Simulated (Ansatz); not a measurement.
**CH₇GaO (built from SMILES C[O][GaH2].[H][H]): a reaction path by the nudged elastic band**

What path joins these two structures, and how high does it climb? Both ends were relaxed at PBE0-D4 in triple zeta.

Program: Ansatz 0.2.0, Gaussian basis. Level of theory: PBE0-D4/def2-SVP. These are calculated values, not measurements.

23 further runs of the same task are left out: 1 that didn't finish, 22 set aside as unsound or not needed. Runs told in other sessions of the task aren't counted.

## 1. Starting geometry

The first end: 10 atoms, charge 0, spin multiplicity 1.

Atoms are counted from 1 here; the program's logs count them from 0.

Bond lengths: Ga1–O2 1.784 Å, Ga1–H4 1.565 Å, Ga1–H5 1.555 Å, O2–C3 1.401 Å, C3–H8 1.097 Å, C3–H9 1.096 Å, C3–H10 1.099 Å, H6–H7 0.749 Å. Angles: O2–Ga1–H4 116.1°, O2–Ga1–H5 114.0°, H4–Ga1–H5 129.9°, Ga1–O2–C3 123.4°, O2–C3–H8 110.2°, O2–C3–H9 109.9°, O2–C3–H10 113.2°, H8–C3–H9 107.8°, H8–C3–H10 107.7°, H9–C3–H10 107.8°.

As a file:

```mol
CH7GaO
  3D, bonds by distance, orders not assigned

 10  8  0  0  0  0  0  0  0  0999 V2000
   -0.9055    1.0144    0.2506 Ga  0  0
    0.3535   -0.0164    0.9833 O   0  0
    0.4884   -1.3834    0.7065 C   0  0
   -1.9381    0.2871   -0.6739 H   0  0
   -0.8347    2.5053    0.6867 H   0  0
    0.8976    1.5241   -1.6995 H   0  0
    0.3273    1.3780   -2.1633 H   0  0
    1.4439   -1.5763    0.2042 H   0  0
    0.4803   -1.9562    1.6407 H   0  0
   -0.3127   -1.7766    0.0647 H   0  0
  1  2  8  0
  1  4  8  0
  1  5  8  0
  2  3  8  0
  3  8  8  0
  3  9  8  0
  3 10  8  0
  6  7  8  0
M  END
```

The second end:

```xyz
10
CH7GaO
Ga   -0.92936    1.32026   -0.41950
O     0.78979    0.05868   -0.15107
C     0.58954   -1.15066    0.58167
H    -1.90266    0.18409   -0.93841
H    -1.07236    1.78998    1.07660
H     1.17326   -0.13741   -1.01118
H    -0.25145    2.26185   -1.48803
H     1.54019   -1.66978    0.71565
H     0.19665   -0.85904    1.55385
H    -0.13371   -1.79787    0.08041
```

## 2. The band at PBE0-D4/def2-SVP

neb/in.yaml

```yaml
crystal:
  periodic: [false, false, false]
  atoms:
    - {symbol: Ga, position_ang: [-0.905489, 1.014365, 0.250552]}
    - {symbol: O, position_ang: [0.353457, -0.016405, 0.983338]}
    - {symbol: C, position_ang: [0.488364, -1.383392, 0.706478]}
    - {symbol: H, position_ang: [-1.938087, 0.287133, -0.673857]}
    - {symbol: H, position_ang: [-0.834671, 2.505334, 0.686743]}
    - {symbol: H, position_ang: [0.897597, 1.524110, -1.699532]}
    - {symbol: H, position_ang: [0.327292, 1.378033, -2.163336]}
    - {symbol: H, position_ang: [1.443909, -1.576267, 0.204190]}
    - {symbol: H, position_ang: [0.480270, -1.956189, 1.640680]}
    - {symbol: H, position_ang: [-0.312742, -1.776622, 0.064741]}
basis:
  gaussian: {orbitals: def2-SVP}
hamiltonian: {xc: pbe0, dispersion: d4}
neb:
  images: 5
  climbing: true
  max_iterations: 40
  initial_path: idpp
  final_atoms:
    - {symbol: Ga, position_ang: [-0.929356, 1.320262, -0.419503]}
    - {symbol: O, position_ang: [0.789793, 0.058682, -0.151073]}
    - {symbol: C, position_ang: [0.589544, -1.150660, 0.581673]}
    - {symbol: H, position_ang: [-1.902659, 0.184086, -0.938406]}
    - {symbol: H, position_ang: [-1.072361, 1.789978, 1.076600]}
    - {symbol: H, position_ang: [1.173258, -0.137409, -1.011181]}
    - {symbol: H, position_ang: [-0.251455, 2.261846, -1.488028]}
    - {symbol: H, position_ang: [1.540190, -1.669776, 0.715652]}
    - {symbol: H, position_ang: [0.196652, -0.859037, 1.553852]}
    - {symbol: H, position_ang: [-0.133706, -1.797870, 0.080410]}
```

Run with:

```console
$ ansatz run in.yaml --threads 4 --pin off --events-out ev --progress --plain --max-ram 9574MiB
```

The program printed, shortened:

```text
Functional definition: PBE0
  name "PBE0"
  cite "Adamo & Barone, J. Chem. Phys. 110, 6158 (1999) doi:10.1063/1.478522"
  cite "Perdew, Burke & Ernzerhof, Phys. Rev. Lett. 77, 3865 (1996) doi:10.1103/PhysRevLett.77.3865"
  parent pbe
[...]
1024 factors; integrals over basis functions are off by at most 3.4e-4 eV
[...]
mean field -55555.56362940 eV, -2041.6293064668 hartree, gradient 4.8e-5 eV, S^2 0.000000; 0 other end points of the search recorded, 0 dependent functions left out
[...]
reference -55555.56365930 eV, -2041.6293075658 hartree; 26, 26 occupied and 69, 69 virtual orbitals, 1024 factors
[... from here to the last solve, the lines of the solves are left out (130 solves) ...]
WARN: NEB end point (image 0): max|allowed force component| = 5.229e-1 eV/Å (the criterion of neb.relax_end_points is 1.000e-2). That is over neb.f_tol: it is no minimum, so the barrier can be far off. Relax it first
WARN: NEB end point (image 6): max|allowed force component| = 4.721e-1 eV/Å (the criterion of neb.relax_end_points is 1.000e-2). That is over neb.f_tol: it is no minimum, so the barrier can be far off. Relax it first
NEB iter   1: max|band force component| = 4.584e0 eV/Å  barrier→ = 3.9654 eV  barrier← = 4.2965 eV  Δτ_max = 0.2000 Å  (183 SCF iters)
[...]
NEB iter   5: max|band force component| = 2.510e0 eV/Å  barrier→ = 0.8745 eV  barrier← = 1.2056 eV  Δτ_max = 0.1003 Å  (137 SCF iters)
[...]
NEB iter   9: max|band force component| = 7.753e-1 eV/Å  barrier→ = 0.8200 eV  barrier← = 1.1511 eV  Δτ_max = 0.1421 Å  (133 SCF iters)
[...]
NEB iter  13: max|band force component| = 1.261e-1 eV/Å  barrier→ = 0.6996 eV  barrier← = 1.0307 eV  CI = image 3  Δτ_max = 0.0489 Å  (137 SCF iters)
[...]
NEB iter  17: max|band force component| = 6.126e-2 eV/Å  barrier→ = 0.6907 eV  barrier← = 1.0218 eV  CI = image 3  Δτ_max = 0.0246 Å  (127 SCF iters)
[...]
NEB iter  18: max|band force component| = 3.373e-2 eV/Å  barrier→ = 0.6901 eV  barrier← = 1.0212 eV  CI = image 3  CI's point: of a kind that is not told: the force calls were inconclusive, a negative curvature could not be distinguished from the path's own, the only one lies far off the [...]
Total energy: -55555.00161374 eV, -2041.6086527724 hartree
Atom 0 at    -1.030013     1.125706    -0.099086 Å, force    -0.025328     0.014429     0.008062 eV/Å
Atom 1 at     0.634928     0.203714     0.330457 Å, force     0.036957     0.014199    -0.003781 eV/Å
Atom 2 at     0.721866    -1.183630     0.497991 Å, force    -0.005611    -0.028312     0.004463 eV/Å
Atom 3 at    -2.173583     0.120744    -0.449841 Å, force     0.002459    -0.001345    -0.002101 eV/Å
Atom 4 at    -1.082358     2.545078     0.539012 Å, force    -0.000421    -0.006190    -0.007458 eV/Å
Atom 5 at     0.580150     0.701396    -0.905438 Å, force     0.002107    -0.004456     0.004413 eV/Å
Atom 6 at     0.089339     1.219459    -1.573376 Å, force    -0.004129     0.002946    -0.000989 eV/Å
Atom 7 at     1.780490    -1.490732     0.537024 Å, force    -0.007263     0.004063    -0.000420 eV/Å
Atom 8 at     0.246480    -1.495988     1.445048 Å, force    -0.002600     0.001292    -0.005335 eV/Å
Atom 9 at     0.232602    -1.745645    -0.321794 Å, force     0.003829     0.003374     0.003145 eV/Å
Dipole moment:    -0.038450    -0.245553    -0.006018 e Å
```

It took 2.2 min on 4 threads of Arm Neoverse V2, shared host.

The last band:

```tsv
image	path (Å)	energy (kcal/mol)	Ga1–H7 (Å)	O2–H6 (Å)	Ga1–O2 (Å)	H6–H7 (Å)
0	0.00	0.0	2.73	3.14	1.78	0.75
1	0.71	-0.1	2.68	2.65	1.79	0.76
2	1.42	2.8	2.31	2.06	1.81	0.77
3	2.12	15.9	1.85	1.33	1.95	0.98
4	3.04	-5.9	1.60	0.97	2.15	2.08
5	3.95	-7.7	1.58	0.96	2.15	2.63
6	4.87	-7.6	1.58	0.96	2.15	2.83
```

The highest image, 3:

```
Ga   -1.0300    1.1257   -0.0991
O     0.6349    0.2037    0.3305
C     0.7219   -1.1836    0.4980
H    -2.1736    0.1207   -0.4498
H    -1.0824    2.5451    0.5390
H     0.5802    0.7014   -0.9054
H     0.0893    1.2195   -1.5734
H     1.7805   -1.4907    0.5370
H     0.2465   -1.4960    1.4450
H     0.2326   -1.7456   -0.3218
```

## 3. Summary of results

| quantity | value |
| --- | --- |
| PBE0-D4/def2-SVP, 18 iterations | highest 15.9 kcal/mol (image 3), last end -7.6 kcal/mol |
| from earlier runs: barrier over the separately found saddle, CCSD(T)/def2-TZVPP | 21.9 kcal/mol |

In words: The highest image lies 15.9 kcal/mol above the first end, and it climbed, so it estimates the saddle. The ends are not quite minima at this level (largest force component 0.52 eV/Å), so the heights are unreliable: relaxing the first end would lower it and raise the barrier above it. The highest image is 6.0 kcal/mol below the CCSD(T) barrier in triple zeta, which comes from separate runs on the saddle.
